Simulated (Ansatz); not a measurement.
**C2H7InSi: one species, many methods**

How much do the methods differ for C2H7InSi? The plan is to run it at one geometry with functionals of several rungs and with coupled cluster. The yardstick is the atomisation energy at the CCSD(T) limit.

Method: functionals in def2-TZVPP, the program's frozen cores in correlated methods; program: Ansatz 0.2.0, Gaussian basis.

The runs, in order: PBE-D4, r2SCAN-D4, PBE0-D4, B3LYP-D4, ωB97X-V, ωB97M-V, B2PLYP; CCSD(T)/def2-TZVPP; MP2/def2-QZVPP; extrapolation to the limit.

## 1. The geometry

An earlier PBE0-D4 in a triple-zeta def2 set relaxation fixed the geometry. In takes the def2 core potential; no spin-orbit term is included.

SMILES `[InH2][CH]1C[SiH2]1`, 11 atoms, charge 0, spin multiplicity 1.

Atoms are counted from 1 here; the program's logs count them from 0.

Bond lengths: In1–C2 2.123 Å, In1–H5 1.728 Å, In1–H6 1.723 Å, C2–C3 1.542 Å, C2–Si4 1.864 Å, C2–H7 1.088 Å, C3–Si4 1.840 Å, C3–H8 1.086 Å, C3–H9 1.086 Å, Si4–H10 1.478 Å, Si4–H11 1.480 Å. Angles: C2–In1–H5 117.6°, C2–In1–H6 119.6°, H5–In1–H6 122.6°, In1–C2–C3 123.7°, In1–C2–Si4 115.4°, In1–C2–H7 114.8°, C3–C2–Si4 64.6°, C3–C2–H7 115.1°, Si4–C2–H7 113.3°, C2–C3–Si4 66.2°, C2–C3–H8 116.1°, C2–C3–H9 117.2°, Si4–C3–H8 118.1°, Si4–C3–H9 119.4°, H8–C3–H9 112.5°, C2–Si4–C3 49.2°, C2–Si4–H10 119.4°, C2–Si4–H11 119.4° and more.

## 2. PBE-D4 (GGA)

The input, in.yaml:

```yaml
crystal:
  periodic: [false, false, false]
  atoms:
    - {symbol: In, position_ang: [-1.219999, 1.527900, -0.634374]}
    - {symbol: C, position_ang: [0.488873, 0.478129, 0.061555]}
    - {symbol: C, position_ang: [0.989122, -0.844398, -0.553026]}
    - {symbol: Si, position_ang: [0.132540, -1.053943, 1.062013]}
    - {symbol: H, position_ang: [-2.282001, 0.701421, -1.717818]}
    - {symbol: H, position_ang: [-1.551645, 3.108388, -0.033695]}
    - {symbol: H, position_ang: [1.262948, 1.105702, 0.497185]}
    - {symbol: H, position_ang: [2.066671, -0.980140, -0.581931]}
    - {symbol: H, position_ang: [0.502199, -1.184452, -1.462235]}
    - {symbol: H, position_ang: [0.922541, -1.324025, 2.281415]}
    - {symbol: H, position_ang: [-1.245950, -1.591583, 1.101610]}
basis:
  gaussian: {orbitals: def2-TZVPP}
hamiltonian: {xc: pbe, dispersion: d4}
output: {forces: true, orbitals: {seedname: orbitals}}
```

Launch:

```sh
> ansatz run in.yaml --threads 4 --pin off --events-out ev --progress --plain --max-ram 10444MiB
```

After this run come: r2SCAN-D4 (meta-GGA); PBE0-D4 (hybrid); B3LYP-D4 (hybrid); ωB97X-V (range-separated); ωB97M-V (range-separated); B2PLYP (double hybrid); CCSD(T) in def2-TZVPP; MP2 in def2-QZVPP.

**Question.** What will the summary of the whole plan be? Wanted: atomisation energy, CCSD(T)/CBS; farthest; mean size of error, hybrid; mean size of error, range-separated; gap, smallest and largest; T1 diagnostic; triples share of the correlation energy.

As calculated:

| quantity | value |
| --- | --- |
| atomisation energy, CCSD(T)/CBS | 3469.2 kJ/mol |
| functionals within 34.7 kJ/mol (1.0 %) | PBE-D4, r2SCAN-D4, PBE0-D4, B3LYP-D4, ωB97X-V, ωB97M-V |
| farthest | B2PLYP (-65.3 kJ/mol) |
| mean size of error, hybrid | 18.7 kJ/mol |
| mean size of error, range-separated | 12.2 kJ/mol |
| gap, smallest and largest | 3.42 eV (PBE-D4), 9.02 eV (ωB97X-V) |
| T1 diagnostic | 0.0132 |
| triples share of the correlation energy | 3.8 % |

What this shows: PBE-D4 misses by +17.6 kJ/mol. Double hybrids carry the basis error of their MP2 part in triple zeta, and no dispersion term here, so their miss is partly the set-up's. The reference freezes the cores and leaves out spin-orbit coupling and excitations past (T), and its outer-core shells are covered unevenly, so misses under about 34.7 kJ/mol can't be ranked. All levels share the lack of spin-orbit coupling, which lowers the free heavy atoms and so the true binding. Hartree-Fock recovers 73 % of the binding; the rest is correlation. Orbital gaps span 3.4 to 9.0 eV; exact exchange widens them. Correlated methods include outer-core shells of In, which these sets cover unevenly.
